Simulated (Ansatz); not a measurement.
# EuTe2 (fluorite): other levels of theory at one geometry

One table from this session's results is given with a row withheld; the runs are named, their logs left out.

Program: Ansatz 0.2.0. Level of theory: DFT at several levels, plane waves, PAW. These are calculated values, not measurements.

7 further runs of the same task are left out: 1 for a known fault of the program, 4 that didn't finish, 2 set aside as unsound or not needed.

### The structure to begin with

The structure is cubic, space group Fm-3m (No. 225). Conventional cell: a = 7.562 Å, b = 7.562 Å, c = 7.562 Å, α = 90.00°, β = 90.00°, γ = 90.00°. Eu (site symmetry m-3m) has 8 Te at 3.27 Å as nearest neighbours. Te (site symmetry -43m) has 4 Eu at 3.27 Å as nearest neighbours.

Coordinates:

```xyz
6
Lattice="0.0000 3.7809 3.7809 3.7809 0.0000 3.7809 7.5618 7.5618 0.0000" Properties=species:S:1:pos:R:3 pbc="T T T"
Eu    0.0000    0.0000    0.0000
Te    1.8904    1.8904    1.8904
Te    5.6713    5.6713    5.6713
Eu    3.7809    3.7809    0.0000
Te    5.6713    5.6713    1.8904
Te    9.4522    9.4522    5.6713
```

This cell comes from an earlier session at PBE: 36.032 Å³/atom at 0.02 GPa, on a 8×8×4 mesh, a metal on this mesh, moments in the atoms' spheres Eu 6.64, -6.64; Te -0.08, 0.08 μB. The large moments point both ways and cancel.

Levels to run: r²SCAN; PBEsol; LDA. Hardware: 2 threads of Intel Xeon 6975P-C (Granite Rapids), shared host.

Set-up of the first run:

input.yaml

```yaml
crystal:
  lattice:
    - [0.0, 3.7808890461, 3.7808890461]
    - [3.7808890461, 0.0, 3.7808890461]
    - [7.5617780922, 7.5617780922, 0.0]
  atoms:
    - { symbol: Eu, position: [0.0, 0.0, 0.0], spin: 6.0 }
    - { symbol: Te, position: [0.25, 0.25, 0.125] }
    - { symbol: Te, position: [0.75, 0.75, 0.375] }
    - { symbol: Eu, position: [0.0, 0.0, 0.5], spin: -6.0 }
    - { symbol: Te, position: [0.25, 0.25, 0.625] }
    - { symbol: Te, position: [0.75, 0.75, 0.875] }
basis:
  ecutwfc: 500
  ecutrho_ratio: 4
kpoints:
  mp_grid: { grid: [8, 8, 4] }
hamiltonian:
  xc: r2scan
scf:
  occupations: { method: gaussian, width: 0.05 }
output:
  forces: true
  stress: true
  eigenvalues: true
  populations: true
  hubbard: { sites: [{ species: Eu, l: f }] }
  write_density: true
  write_potential: true
  elf: true
  volumetric_format: npy
magnetization:
  spin_polarized: true
```

Run with:

```sh
$ ansatz run input.yaml --threads 2 --pin off --max-ram 2662MiB --backend cpu --events-out ev --progress --plain --runs-dir out
```

Steps of the session up to this table: r²SCAN; PBEsol; LDA.

One table of the session follows, with a row left open; its other results are not shown here.

```
 level  pressure (GPa)  largest spin moment (μB)
   PBE             0.0                      6.64
   LDA               ?                         ?
PBEsol            -2.2                      6.64
r²SCAN             0.0                      6.69
```

Estimate the missing values for LDA.

As computed: pressure (GPa): -3.5; largest spin moment (μB): 6.63. In the column «pressure (GPa)» it is the lowest.

The pressure runs from -3.5 GPa (LDA) to 0.0 GPa (PBE); a negative pressure means that level wants a smaller cell, a positive one a larger cell. Total energies of different levels have different zeros and can't be compared.

Caveats from the session: Warnings in the runs' records: stability check not made, given moment on shells.
